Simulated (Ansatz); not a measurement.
# ScTl2Co3 (element-swapped structure): how the settings move a relaxation

Question: which choices in the input matter for ScTl2Co3 (element-swapped structure)?

Method: reference: DFT r2SCAN, plane waves, PAW, scalar-relativistic, no spin polarisation, in Ansatz 0.2.0.

### Step 1. The starting structure

The structure is hexagonal, space group P6/mmm (No. 191). Conventional cell: a = 5.887 Å, b = 5.887 Å, c = 3.585 Å, α = 90.00°, β = 90.00°, γ = 120.00°. Sc (site symmetry 6/mmm) is surrounded by 6 Tl at 3.40 Å and 12 Co at 3.45 Å and 2 Sc at 3.58 Å. Co (site symmetry mmm) is surrounded by 4 Tl at 2.47 Å. Around Tl (site symmetry -6m2) lie 6 Co at 2.47 Å.

As a file:

```cif
data_structure
_symmetry_space_group_name_H-M 'P6/mmm'
_symmetry_Int_Tables_number 191
_cell_length_a 5.8872
_cell_length_b 5.8872
_cell_length_c 3.5848
_cell_angle_alpha 90.000
_cell_angle_beta 90.000
_cell_angle_gamma 120.000
_cell_volume 107.60
loop_
_atom_site_label
_atom_site_type_symbol
_atom_site_symmetry_multiplicity
_atom_site_Wyckoff_symbol
_atom_site_fract_x
_atom_site_fract_y
_atom_site_fract_z
_atom_site_occupancy
Sc1 Sc 1 a 0.00000 0.00000 0.00000 1
Co1 Co 3 g 0.50000 0.00000 0.50000 1
Tl1 Tl 2 c 0.33333 0.66667 0.00000 1
```

### Step 2. Reference

Contents of input.yaml:

```yaml
crystal:
  lattice:
    - [5.887154, 0.0, 0.0]
    - [-2.943577, 5.098427, 0.0]
    - [0.0, 0.0, 3.584794]
  atoms:
    - { symbol: Sc, position: [0.0, 0.0, 0.0] }
    - { symbol: Co, position: [0.5, 0.0, 0.5] }
    - { symbol: Co, position: [0.5, 0.5, 0.5] }
    - { symbol: Co, position: [0.0, 0.5, 0.5] }
    - { symbol: Tl, position: [0.3333, 0.6667, 0.0] }
    - { symbol: Tl, position: [0.6666, 0.3333, 0.0] }
  symmetry: { tolerance: 0.0003 }
kpoints:
  mp_grid: { grid: [4, 4, 5], shift: [0, 0, 0] }
magnetization:
  spin_polarized: false
scf:
  occupations: { method: fermi_dirac, width: 0.042 }
hamiltonian:
  pseudopotentials: { kind: paw }
  xc: r2scan
basis:
  ecutwfc: 500
output:
  forces: true
  stress: true
  eigenvalues: true
  write_density: true
  write_potential: true
  elf: true
  volumetric_format: npy
relax:
  max_steps: 40
  cell: {}
```

Started as:

```sh
ansatz run input.yaml --threads 1 --pin off --max-ram 2560MiB --backend cpu --events-out ev --progress --plain --runs-dir out
```

Log, cut to the lines that bear on the results:

```text
Warning: the atoms were moved onto the symmetric positions of the space group found under crystal.symmetry.tolerance 3.0e-4 (fractional; no operation is sought that the atoms, as they stand in a round, miss by more than twice it, and no atom is moved by as much as it), and the run uses [...]
Warning: RAYON_NUM_THREADS=1 ignored (pool sized by the plan → 1); use --threads N
[...]
Pseudopotentials: kind: paw
Pseudopotential: Sc, paw, valence charge 11, recommended cutoff 500 eV (meta_gga), Sc.paw.azcp
Pseudopotential: Co, paw, valence charge 17, recommended cutoff 500 eV (meta_gga), Co.paw.azcp
Pseudopotential: Tl, paw, valence charge 13, recommended cutoff 500 eV (meta_gga), Tl.paw.azcp
Functional definition: r2SCAN
[...]
Crystal: 6 atoms, lattice volume = 107.598 Å³
Basis set: ecut = 500 eV, 2761 PW (Γ), exchange–correlation on 180×180×108 points (64 copies of the dense FFT grid, shifted against one another)
Bands: 53, of which v1, the nominal top of the filled ones, is band 44 counted from 1 (43 counted from 0)
Symmetry: 24 space group operations
Space group: P6/mmm (ITA 191), of the structure as read, at distance tolerance 1.4e-3 Å
k-points: 12 of 80
[...]
SCF iter   1: F=—  HF=-40447.453366 eV  |F-HF|=—  |Δ(HF+E_count)|=         —  Δρ=4.01e-2  dr2=2.26e0  dr2_τ=1.96e-1  ethr=1.77e-3  ⟨swp⟩=6.2  Hψ=2195  notcnv=0  defer=2
[...]
relax step   1: F+E_penalty+E_count = -40447.46303644 eV  Δ(F+E_penalty+E_count) = +0.000e0 eV  max|allowed force component| = 1.110e-16 eV/Å  Δτ_max = 0.0000 Å  P = +2.044 GPa  Ω = 107.598 Å³  (12 SCF iters, dr2 threshold 1.00e-7 eV, accepted)
[...]
SCF converged after 7 iterations
Free energy (F): -40448.832368 eV
[...]
E sigma→0 (E₀):  -40448.800281 eV
Entropy (-TS):   -0.064174 eV (-10.696 meV/atom)
Fermi energy:    14.223804 eV
[...]
--- Forces (eV/Å), atoms counted from 1 ---
  atom   1  Sc     0.00000000     0.00000000     0.00000000
  atom   2  Co     0.00000000    -0.00000000     0.00000000
  atom   3  Co    -0.00000000    -0.00000000     0.00000000
  atom   4  Co    -0.00000000    -0.00000000     0.00000000
  atom   5  Tl    -0.00000000    -0.00000000     0.00000000
  atom   6  Tl     0.00000000     0.00000000    -0.00000000
[...]
--- Stress (GPa, compression-positive) ---
        0.002453      -0.000000      -0.000000
       -0.000000       0.002453      -0.000000
       -0.000000      -0.000000       0.002213
  P = ⅓ Tr σ = 0.0024 GPa (0.024 kbar)
--- Band table (eV; the first three rows and the last of 12) ---
[...]
--- Relaxed structure (7 steps of the walk, 7 accepted, 2 SCFs on fresh bases) ---
  F+E_penalty+E_count = -40448.83236794 eV   max|allowed force component| = 3.670e-16 eV/Å   (the final SCF, on the basis selected at the relaxed cell)
  cell:  # Å, volume = 101.4251 Å³
    - [5.318692998154856, -4.572340355617723e-33, -8.442771836948004e-35]
    - [-2.659346499077428, 4.606123251332526, 5.841365156748873e-34]
    - [-5.140954636267327e-35, 3.8103546127628422e-34, 4.140044983313189]
  atoms:
    - { symbol: Sc, position: [-5.393905808115385e-18, -9.469980367185443e-35, 0.0] }
    - { symbol: Co, position: [0.5, 4.4595475413338484e-36, 0.5000000000000001] }
    - { symbol: Co, position: [0.5, 0.5, 0.5000000000000001] }
    - { symbol: Co, position: [-1.5848008132304907e-35, 0.5, 0.5000000000000001] }
    - { symbol: Tl, position: [0.3333333333333333, 0.6666666666666666, 1.0691058840368783e-50] }
    - { symbol: Tl, position: [0.6666666666666665, 0.3333333333333333, 0.0] }
```

It took 1.9 min on 1 thread of Arm Neoverse V2, shared host; peak memory 0.68 GiB.

### Step 3. Variant: mp_grid.shift [0.5, 0.5, 0.5], n_extra_bands 16

Changes to input.yaml since step 2:

```diff
@@ -14,3 +14,3 @@
 kpoints:
-  mp_grid: { grid: [4, 4, 5], shift: [0, 0, 0] }
+  mp_grid: { grid: [4, 4, 5], shift: [0.5, 0.5, 0.5] }
 magnetization:
@@ -19,2 +19,3 @@
   occupations: { method: fermi_dirac, width: 0.042 }
+  n_extra_bands: 16
 hamiltonian:
@@ -28,6 +29,2 @@
   eigenvalues: true
-  write_density: true
-  write_potential: true
-  elf: true
-  volumetric_format: npy
 relax:
```

Started as:

```sh
ansatz run input.yaml --threads 1 --pin off --max-ram 2560MiB --backend cpu --events-out ev --progress --plain --runs-dir out
```

Log, cut to the lines that bear on the results:

```text
Warning: the atoms were moved onto the symmetric positions of the space group found under crystal.symmetry.tolerance 3.0e-4 (fractional; no operation is sought that the atoms, as they stand in a round, miss by more than twice it, and no atom is moved by as much as it), and the run uses [...]
Warning: crystal.symmetry: narrowed to the stabiliser of the k-point mesh — unitary ops 24 → 8; excluded 16 operations that carry a point of the 4×4×5 mesh (shift [0.5, 0.5, 0.5]) off the mesh (the run samples exactly the mesh kpoints.mp_grid names, as under crystal.symmetry.detect: [...]
Warning: RAYON_NUM_THREADS=1 ignored (pool sized by the plan → 1); use --threads N
scf.n_extra_bands = 16 over 44 filled bands (N_el = 88.0): the run solves 60 bands
[...]
[... 5 set-up lines as earlier in the session ...]
[...]
Crystal: 6 atoms, lattice volume = 107.598 Å³
[...]
  atom   6  Tl    -0.00024391     0.00014082     0.00000000
[...]
--- Stress (GPa, compression-positive) ---
        0.001192      -0.000848      -0.000000
       -0.000848       0.000212       0.000000
       -0.000000       0.000000      -0.003540
  P = ⅓ Tr σ = -0.0007 GPa (-0.007 kbar)
--- Band table (eV; the first three rows and the last of 18) ---
[...]
--- Relaxed structure (8 steps of the walk, 8 accepted, 2 SCFs on fresh bases) ---
  F+E_penalty+E_count = -40448.88434257 eV   max|allowed force component| = 2.439e-4 eV/Å   (the final SCF, on the basis selected at the relaxed cell)
  cell:  # Å, volume = 101.3415 Å³
    - [5.329282900869494, -0.002544090827319414, -6.779049151431779e-34]
    - [-2.6668446977207405, 4.614022330693348, 1.8734314295827392e-34]
    - [-4.127884163826412e-34, -1.0659920642848428e-34, 4.122481751390441]
  atoms:
    - { symbol: Sc, position: [-5.409273079862489e-18, 5.53787223678526e-23, 1.4836824602749686e-67] }
    - { symbol: Co, position: [0.5000000000000001, 1.157620518512209e-35, 0.5000000000000001] }
    - { symbol: Co, position: [0.5, 0.5000000000000001, 0.5000000000000001] }
    - { symbol: Co, position: [-5.551115123125783e-17, 0.5000000000000001, 0.5000000000000001] }
    - { symbol: Tl, position: [0.3333630390894649, 0.6666369609105353, -5.345529420184391e-51] }
    - { symbol: Tl, position: [0.6666369609105351, 0.3333630390894649, 0.0] }
```

Wall time 3 min (1 thread of Arm Neoverse V2, shared host); peak memory 0.69 GiB.

Changing the k-point mesh and band count moves the energy by -8.7 meV/atom, and the final volume goes from 101.43 to 101.34 Å³. The energy is not variational in the mesh, so the sign tells nothing. The relaxations can also end on different shapes, since the mesh sets the symmetry kept. Of the settings changed, the mesh is the one that moves energies this far.

### Step 4. Variant: mixing.algorithm anderson, mixing.beta 0.5, mixing.ndim 2, xc rpbe, hubbard.sites [{species: Sc, l: d, u_eff: 3.0}], hubbard.double_counting fll

Changes to input.yaml since step 2:

```diff
@@ -19,5 +19,7 @@
   occupations: { method: fermi_dirac, width: 0.042 }
+  mixing: { algorithm: anderson, beta: 0.5, ndim: 2 }
 hamiltonian:
   pseudopotentials: { kind: paw }
-  xc: r2scan
+  xc: rpbe
+  hubbard: { sites: [{ species: Sc, l: d, u_eff: 3.0 }], double_counting: fll }
 basis:
```

Started as:

```sh
ansatz run input.yaml --threads 1 --pin off --max-ram 2560MiB --backend cpu --events-out ev --progress --plain --runs-dir out
```

Log, cut to the lines that bear on the results:

```text
Warning: the atoms were moved onto the symmetric positions of the space group found under crystal.symmetry.tolerance 3.0e-4 (fractional; no operation is sought that the atoms, as they stand in a round, miss by more than twice it, and no atom is moved by as much as it), and the run uses [...]
Warning: RAYON_NUM_THREADS=1 ignored (pool sized by the plan → 1); use --threads N
Sc: projections on atomic orbitals take those of the free atom [Ne] 3s2 3p6 3d1 4s2, of charge +0.00 (hamiltonian.pseudopotentials.projection_atoms); the dataset's partial waves leave at most 3.7e-7 of an orbital's norm unspanned inside its sphere
Co: projections on atomic orbitals take those of the free atom [Ne] 3s2 3p6 3d7 4s2, of charge +0.00 (hamiltonian.pseudopotentials.projection_atoms); the dataset's partial waves leave at most 1.4e-6 of an orbital's norm unspanned inside its sphere
[...]
        0.000000       0.004369      -0.000000
       -0.000000      -0.000000       0.001679
  P = ⅓ Tr σ = 0.0035 GPa (0.035 kbar)
--- Band table (eV; the first three rows and the last of 12) ---
[...]
Occupation matrices written to <dir>
--- Relaxed structure (8 steps of the walk, 8 accepted, 2 SCFs on fresh bases) ---
  F+E_penalty+E_count = -40446.53690912 eV   max|allowed force component| = 4.472e-17 eV/Å   (the final SCF, on the basis selected at the relaxed cell)
  cell:  # Å, volume = 109.2908 Å³
    - [5.471696649475714, 9.932672749350591e-36, 2.5718081663816225e-86]
    - [-2.735848324737857, 4.738628300248164, 6.795538073447878e-34]
    - [1.5660199484117839e-86, 4.778063720766104e-34, 4.215111754324447]
  atoms:
    - { symbol: Sc, position: [-5.393905808115385e-18, -4.4792220157809233e-35, 2.0590230357872116e-84] }
    - { symbol: Co, position: [0.5, -6.761461051640018e-35, 0.49999999999999994] }
    - { symbol: Co, position: [0.5, 0.49999999999999994, 0.49999999999999994] }
    - { symbol: Co, position: [-2.7755575615628914e-17, 0.49999999999999994, 0.49999999999999994] }
    - { symbol: Tl, position: [0.3333333333333333, 0.6666666666666666, 0.0] }
    - { symbol: Tl, position: [0.6666666666666666, 0.3333333333333333, 0.0] }
```

Wall time 94 s (1 thread of Arm Neoverse V2, shared host); peak memory 0.51 GiB.

A change of functional puts the total energy on another scale; the final volume goes from 101.43 to 109.29 Å³. The Hubbard U changed too.

### Step 5. Changing settings: mp_grid.shift [0.5, 0.5, 0.5]

Changes to input.yaml since step 2:

```diff
@@ -14,3 +14,3 @@
 kpoints:
-  mp_grid: { grid: [4, 4, 5], shift: [0, 0, 0] }
+  mp_grid: { grid: [4, 4, 5], shift: [0.5, 0.5, 0.5] }
 magnetization:
```

Started as:

```sh
ansatz run input.yaml --threads 1 --pin off --max-ram 2560MiB --backend cpu --events-out ev --progress --plain --runs-dir out
```

Log, cut to the lines that bear on the results:

```text
Warning: the atoms were moved onto the symmetric positions of the space group found under crystal.symmetry.tolerance 3.0e-4 (fractional; no operation is sought that the atoms, as they stand in a round, miss by more than twice it, and no atom is moved by as much as it), and the run uses [...]
Warning: crystal.symmetry: narrowed to the stabiliser of the k-point mesh — unitary ops 24 → 8; excluded 16 operations that carry a point of the 4×4×5 mesh (shift [0.5, 0.5, 0.5]) off the mesh (the run samples exactly the mesh kpoints.mp_grid names, as under crystal.symmetry.detect: [...]
Warning: RAYON_NUM_THREADS=1 ignored (pool sized by the plan → 1); use --threads N
[...]
[... 5 set-up lines as earlier in the session ...]
[...]
Crystal: 6 atoms, lattice volume = 107.598 Å³
[...]
  atom   5  Tl     0.00025779    -0.00014884     0.00000000
  atom   6  Tl    -0.00025779     0.00014884    -0.00000000
[...]
--- Stress (GPa, compression-positive) ---
        0.001230      -0.000816      -0.000000
       -0.000816       0.000288       0.000000
       -0.000000       0.000000      -0.003032
  P = ⅓ Tr σ = -0.0005 GPa (-0.005 kbar)
--- Band table (eV; the first three rows and the last of 18) ---
[...]
--- Relaxed structure (8 steps of the walk, 8 accepted, 2 SCFs on fresh bases) ---
  F+E_penalty+E_count = -40448.88434263 eV   max|allowed force component| = 2.578e-4 eV/Å   (the final SCF, on the basis selected at the relaxed cell)
  cell:  # Å, volume = 101.3414 Å³
    - [5.329285978397548, -0.002544891889947843, 1.877275149627262e-33]
    - [-2.666846930225354, 4.61402459537951, 1.0742180064354876e-33]
    - [1.1431063838288527e-33, 1.41527457045477e-33, 4.122473048798223]
  atoms:
    - { symbol: Sc, position: [-5.378293698083333e-18, 3.59961695390761e-21, 2.967364920549937e-67] }
    - { symbol: Co, position: [0.5000000000000001, -1.53468115647149e-34, 0.5] }
    - { symbol: Co, position: [0.5000000000000001, 0.5, 0.5] }
    - { symbol: Co, position: [-5.551115123125783e-17, 0.49999999999999994, 0.5] }
    - { symbol: Tl, position: [0.3333629192209018, 0.6666370807790981, 4.276423536147513e-50] }
    - { symbol: Tl, position: [0.6666370807790983, 0.33336291922090183, 0.0] }
```

Run time: 3 min. Hardware: 1 thread of Arm Neoverse V2, shared host; peak memory 0.69 GiB.

Changing the k-point mesh moves the energy by -8.7 meV/atom, and the final volume goes from 101.43 to 101.34 Å³. Sampling errors of the energy have no fixed sign. The relaxations can also end on different shapes, since the mesh sets the symmetry kept. Cost: 108 SCF cycles against 85, 3 min against 1.9 min.

### Step 6. Variant: eigensolver.kind davidson, hubbard.sites [{species: Sc, l: d, u_eff: 3.0}], hubbard.double_counting amf, accuracy medium

Changes to input.yaml since step 2:

```diff
@@ -19,2 +19,3 @@
   occupations: { method: fermi_dirac, width: 0.042 }
+  eigensolver: { kind: davidson }
 hamiltonian:
@@ -22,2 +23,3 @@
   xc: r2scan
+  hubbard: { sites: [{ species: Sc, l: d, u_eff: 3.0 }], double_counting: amf }
 basis:
@@ -35 +37,2 @@
   cell: {}
+accuracy: medium
```

Started as:

```sh
ansatz run input.yaml --threads 1 --pin off --max-ram 2560MiB --backend cpu --events-out ev --progress --plain --runs-dir out
```

Log, cut to the lines that bear on the results:

```text
Warning: the atoms were moved onto the symmetric positions of the space group found under crystal.symmetry.tolerance 3.0e-4 (fractional; no operation is sought that the atoms, as they stand in a round, miss by more than twice it, and no atom is moved by as much as it), and the run uses [...]
Warning: RAYON_NUM_THREADS=1 ignored (pool sized by the plan → 1); use --threads N
Sc: projections on atomic orbitals take those of the free atom [Ne] 3s2 3p6 3d1 4s2, of charge +0.00 (hamiltonian.pseudopotentials.projection_atoms); the dataset's partial waves leave at most 3.7e-7 of an orbital's norm unspanned inside its sphere
Co: projections on atomic orbitals take those of the free atom [Ne] 3s2 3p6 3d7 4s2, of charge +0.00 (hamiltonian.pseudopotentials.projection_atoms); the dataset's partial waves leave at most 1.4e-6 of an orbital's norm unspanned inside its sphere
[...]
        0.001354       0.000000      -0.000000
        0.000000       0.001354      -0.000000
       -0.000000      -0.000000       0.003345
  P = ⅓ Tr σ = 0.0020 GPa (0.020 kbar)
--- Band table (eV; the first three rows and the last of 12) ---
[...]
Occupation matrices written to <dir>
--- Relaxed structure (7 steps of the walk, 7 accepted, 2 SCFs on fresh bases) ---
  F+E_penalty+E_count = -40448.85289283 eV   max|allowed force component| = 1.110e-16 eV/Å   (the final SCF, on the basis selected at the relaxed cell)
  cell:  # Å, volume = 101.4314 Å³
    - [5.319850320472775, 6.356910559584378e-34, 3.923405735993484e-34]
    - [-2.6599251602363876, 4.60712552186021, 3.8016015740413324e-34]
    - [2.389031860383052e-34, 4.052281889763658e-34, 4.138499891393881]
  atoms:
    - { symbol: Sc, position: [-5.393905808115385e-18, 9.558515502197213e-36, 7.418412301374843e-68] }
    - { symbol: Co, position: [0.49999999999999994, -2.934775771686601e-36, 0.5] }
    - { symbol: Co, position: [0.5, 0.5, 0.5] }
    - { symbol: Co, position: [2.7755575615628914e-17, 0.5, 0.5] }
    - { symbol: Tl, position: [0.33333333333333337, 0.6666666666666667, 1.0691058840368783e-50] }
    - { symbol: Tl, position: [0.6666666666666665, 0.33333333333333337, 1.0691058840368783e-50] }
```

It took 2.4 min on 1 thread of Arm Neoverse V2, shared host; peak memory 0.73 GiB.

Changing the solver and Hubbard U moves the energy by -3.4 meV/atom. The U term adds an energy of its own, so the shift says nothing about which run is better. Cost: 96 SCF cycles against 85.

### Step 7. Side by side

| run | ending | energy change | pressure (GPa) | gap (eV) | force (eV/Å) | cycles | time |
| --- | --- | --- | --- | --- | --- | --- | --- |
| reference | converged | 0 | 0.0 | 0.00 | 0.00 | 85 | 1.9 min |
| 1: mp_grid.shift [0.5, 0.5, 0.5], n_extra_bands 16 | converged | -8.7 meV/atom | 0.0 | 0.00 | 0.00 | 114 | 3 min |
| 2: mixing.algorithm anderson, mixing.beta 0.5, mixing.ndim 2, xc rpbe, hubbard.sites [{species: Sc, l: d, u_eff: 3.0}], hubbard.double_counting fll | converged | not comparable | 0.0 | 0.00 | 0.00 | 153 | 94 s |
| 3: mp_grid.shift [0.5, 0.5, 0.5] | converged | -8.7 meV/atom | 0.0 | 0.00 | 0.00 | 108 | 3 min |
| 4: eigensolver.kind davidson, hubbard.sites [{species: Sc, l: d, u_eff: 3.0}], hubbard.double_counting amf, accuracy medium | converged | -3.4 meV/atom (U changed: no physical gain or loss) | 0.0 | 0.00 | 0.00 | 96 | 2.4 min |

Times don't compare one to one where runs were asked for different outputs or read a saved state (see the inputs); cycles may leave out searches for a lower state.

**Reading.** Of the converged runs whose energies compare with the reference's, «mp_grid.shift [0.5, 0.5, 0.5]» moves the energy most (-8.7 meV/atom). A changed U is a change of model: its shifts are not errors of convergence. The reference leaves spin out although Co can carry a moment, so its state need not be the lowest.

The reference is no final answer either: its mesh is coarse for a cell with so small a gap or none.
